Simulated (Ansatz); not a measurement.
# Mo16H: the cost of one run

Computed with Ansatz 0.2.0 (DFT PBE, scalar-relativistic, plane waves, PAW, unless a step's input says otherwise).

The COD entry's cell or inner coordinates are ideal or old and differ from later refinements, so a difference from it is no clean test against experiment.

## 1. The starting structure

Symmetry: Cm, No. 8, monoclinic system. The conventional cell has a = 8.939 Å, b = 8.939 Å, c = 21.588 Å, α = 90.00°, β = 90.00°, γ = 90.00°. Mo (site symmetry m) is surrounded by 4 Mo at 2.74 Å. Around Mo (site symmetry 1) lie 4 Mo at 2.74 Å. Mo (site symmetry m) has 9 Mo at 2.74 to 3.01 Å in its first shell of neighbours. Around Mo (site symmetry 1) lie 9 Mo at 2.74 to 3.01 Å. Around Mo (site symmetry m) lie 1 H at 1.99 Å. Mo (site symmetry 1) has 8 Mo at 2.63 to 2.77 Å in its first shell of neighbours. Only part of the 13 independent sites is listed.

As a file:

```xyz
17
Lattice="6.3209 0.0000 0.0000 0.0000 6.3209 0.0000 0.0000 0.0000 21.5884" Properties=species:S:1:pos:R:3 pbc="T T T"
Mo    1.5802    1.5802    4.0000
Mo    1.5802    4.7407    4.0000
Mo    4.7407    1.5802    4.0000
Mo    4.7407    4.7407    4.0000
Mo    0.0000    0.0000    5.5802
Mo    0.0000    3.1605    5.5802
Mo    3.1605    0.0000    5.5802
Mo    3.1605    3.1605    5.5802
Mo    1.5802    1.5802    7.2112
Mo    1.5802    4.7407    7.2112
Mo    4.7407    1.5802    7.2112
Mo    4.7407    4.7407    7.2112
Mo    0.0000    0.0000    8.5884
Mo    0.0000    3.1605    8.5884
Mo    3.1605    0.0000    8.5884
Mo    3.1605    3.1605    8.5884
H     1.1852    1.1852    9.1184
```

This is the geometry of the first run shown, built on a cell relaxed beforehand with the same method.

## 2. Plan of the line

Atoms count from 1 in the order of the input.

H is moved along a line over the surface and along the normal, above a rigid substrate.

First coordinate, position of H17 along the diagonal of the surface cell, from above Mo13: 8 values from 0.00 to 3.91 Å, periodic. Second coordinate, height of H17 above the plane of Mo13: 8 values from 0.03 to 3.61 Å.

Nothing else is relaxed. Points are written as (first, second).

## 3. The run at (1.68 Å, 0.53 Å)

A dipole layer in the vacuum cancels the field that periodic copies would set up if the slab's two faces differ.

Contents of input.yaml:

```yaml
crystal:
  lattice:
    - [6.3209357475, 0.0, 0.0]
    - [0.0, 6.3209357475, 0.0]
    - [0.0, 0.0, 21.5883894861]
  atoms:
    - { symbol: Mo, position: [0.25, 0.25, 0.1852847802] }
    - { symbol: Mo, position: [0.25, 0.75, 0.1852847802] }
    - { symbol: Mo, position: [0.75, 0.25, 0.1852847802] }
    - { symbol: Mo, position: [0.75, 0.75, 0.1852847802] }
    - { symbol: Mo, position: [0.0, 0.0, 0.2584831045] }
    - { symbol: Mo, position: [0.0, 0.5, 0.2584831045] }
    - { symbol: Mo, position: [0.5, 0.0, 0.2584831045] }
    - { symbol: Mo, position: [0.5, 0.5, 0.2584831045] }
    - { symbol: Mo, position: [0.25, 0.25, 0.3340309603] }
    - { symbol: Mo, position: [0.25, 0.75, 0.3340309603] }
    - { symbol: Mo, position: [0.75, 0.25, 0.3340309603] }
    - { symbol: Mo, position: [0.75, 0.75, 0.3340309603] }
    - { symbol: Mo, position: [0.0, 0.0, 0.3978244645] }
    - { symbol: Mo, position: [0.0, 0.5, 0.3978244645] }
    - { symbol: Mo, position: [0.5, 0.0, 0.3978244645] }
    - { symbol: Mo, position: [0.5, 0.5, 0.3978244645] }
    - { symbol: H, position: [0.1875, 0.1875, 0.4223746978], spin: 1.0 }
basis:
  ecutwfc: 420
kpoints:
  mp_grid: { grid: [4, 4, 1] }
hamiltonian:
  xc: pbe
  pseudopotentials: { kind: paw, azcp: { folder: soft_1 } }
scf:
  occupations: { method: gaussian, width: 0.1 }
output:
  forces: true
  eigenvalues: true
  populations: true
magnetization:
  spin_polarized: true
efield:
  axis: 3
  dipole_correction: true
  ramp_width: 0.04
```

The run is started by

```console
ansatz run input.yaml --threads 8 --pin off --max-ram 22528MiB --backend cpu --events-out ev --progress --plain --runs-dir out
```

Q: Estimate wall time and peak memory on 8 threads of Arm Neoverse N1, shared host.

About 94 s, with a peak of 4.4 GiB.
